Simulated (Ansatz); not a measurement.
**In2Sb: further runs on the relaxed cell**

One table from this session's results is given with a row withheld; the runs are named, their logs left out.

Method: DFT PBEsol, scalar-relativistic, plane waves, PAW, in Ansatz 0.2.0.

### Starting point

The structure is hexagonal, space group P6_3/mmc (No. 194). The conventional cell has a = 5.333 Å, b = 5.333 Å, c = 6.393 Å, α = 90.00°, β = 90.00°, γ = 120.00°. Around In (site symmetry -6m2) lie 5 Sb at 3.08 to 3.20 Å and 6 In at 3.47 Å. In (site symmetry -3m) is surrounded by 8 In at 3.20 to 3.47 Å and 6 Sb at 3.47 Å. Around Sb (site symmetry -6m2) lie 11 In at 3.08 to 3.47 Å.

Structure file:

```xyz
6
Lattice="5.3333 0.0000 0.0000 -2.6667 4.6188 0.0000 0.0000 0.0000 6.3928" Properties=species:S:1:pos:R:3 pbc="T T T"
In    2.6667    1.5396    1.5982
In    0.0000    3.0792    4.7946
In    0.0000    0.0000    3.1964
In    0.0000    0.0000    0.0000
Sb    2.6667    1.5396    4.7946
Sb    0.0000    3.0792    1.5982
```

It goes back to an entry of the Materials Project, which need not be the stable form.

It is the result of an earlier relaxation at this level (volume 26.25 Å³/atom; gap on the mesh: none (metal)).

The first run:

The input, input.yaml:

```yaml
crystal:
  lattice:
    - [5.2794577427, 0.0, 0.0]
    - [-2.6397288713, 4.5721445234, 0.0]
    - [0.0, 0.0, 6.3282703555]
  atoms:
    - { symbol: In, position: [0.6666666667, 0.3333333333, 0.25] }
    - { symbol: In, position: [0.3333333333, 0.6666666667, 0.75] }
    - { symbol: In, position: [0.0, 0.0, 0.5] }
    - { symbol: In, position: [0.0, 0.0, 0.0] }
    - { symbol: Sb, position: [0.6666666667, 0.3333333333, 0.75] }
    - { symbol: Sb, position: [0.3333333333, 0.6666666667, 0.25] }
basis:
  ecutwfc: 420
kpoints:
  mp_grid: { grid: [12, 12, 6] }
hamiltonian:
  xc: pbesol
scf:
  occupations: { method: gaussian, width: 0.1 }
output:
  forces: true
  stress: true
  eigenvalues: true
relax:
  adjacent_minimum: "off"
  f_tol: 0.01
  max_steps: 30
  cell: { stress_tol: 0.1, fix: [volume] }
```

Command:

```bash
ansatz run input.yaml --threads 1 --pin off --max-ram 2560MiB --backend cpu --events-out ev --progress --plain --runs-dir out
```

Steps of the session up to this table: Volume × 0.97; Point at V/V0 = 1.03; The cell scaled to 0.94 of its volume; Volume × 1.06; Volume × 0.91; Volume × 1.10; The cell scaled to 0.88 of its volume.

One of the session's tables, all rows but one given; the rest of the session is left out.

It belongs to the step «Energy against volume». 

| volume (Å³/atom) | energy above the lowest point (meV/atom) | pressure (GPa) |
| --- | --- | --- |
| 23.097 | 73.0 | 8.60 |
| 23.884 | 38.0 | 5.79 |
| 24.672 | 15.6 | 3.46 |
| 25.459 | ? | ? |
| 26.246 | 0.0 | -0.02 |
| 27.034 | 3.4 | -1.34 |
| 27.821 | 12.8 | -2.44 |
| 28.871 | 32.8 | -3.62 |

**Question.** Estimate the row for volume (Å³/atom) = 25.459.

Worked estimate for «energy above the lowest point (meV/atom)». A straight line through the neighbours (24.672, 15.6) and (26.246, 0.0) gives 15.6 + (0.0 − 15.6) × (25.459 − 24.672) / (26.246 − 24.672) = 7.8; a parabola fitted to 4 rows on both sides gives 3.5.

The run gave: energy above the lowest point (meV/atom): 3.6; pressure (GPa): 1.55. In «energy above the lowest point (meV/atom)» the line misses by +4.2 and the parabola by -0.1.
